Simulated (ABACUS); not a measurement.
Ir in ABACUS: the effect of functional

Slab: Ir, a slab with vacuum.

```xyz
5
Lattice="2.7149 0.0000 0.0000 -1.3574 2.3511 0.0000 0.0000 0.0000 23.8667" Properties=species:S:1:pos:R:3 pbc="T T T"
Ir    1.3574    0.7837    7.5000
Ir    0.0000    1.5674    9.7167
Ir    0.0000    0.0000   11.9334
Ir    1.3574    0.7837   14.1500
Ir    0.0000    1.5674   16.3667
```

The slab is cut from a database's or a generator's crystal, which needn't be the stable form of the element.

Alike in all runs:

| Item | Value |
| --- | --- |
| Program | ABACUS 3.10.1 |
| Task | single point |
| Potentials or basis | SG15 ONCV 1.2 PBE |
| Cutoff | 1361 eV |
| Density cutoff | 5442 eV |
| Basis | DZP LCAO (the cutoffs set its grid) |
| k mesh | 11 × 11 × 1 |
| Occupations | fermi-dirac, width 0.05 eV |
| Spin | no spin polarisation |

Task: One run gave: largest force 0.40 eV/Å. Which functional did it use?
A. SOGGA
B. LDA
C. RPBE
D. PBEsol

Result: D.

| functional | largest force (eV/Å) |
| --- | --- |
| LDA | 0.56 |
| PBEsol | 0.40 |
| RPBE | 0.25 |
| SOGGA | 0.56 |

Caveats: the atomic orbitals were generated for these runs and aren't a published set; the potentials were made for another functional, which shifts forces and pressure; confined orbitals describe the vacuum poorly, which shifts work functions (some runs).

Runs at the PBE level aren't shown here.
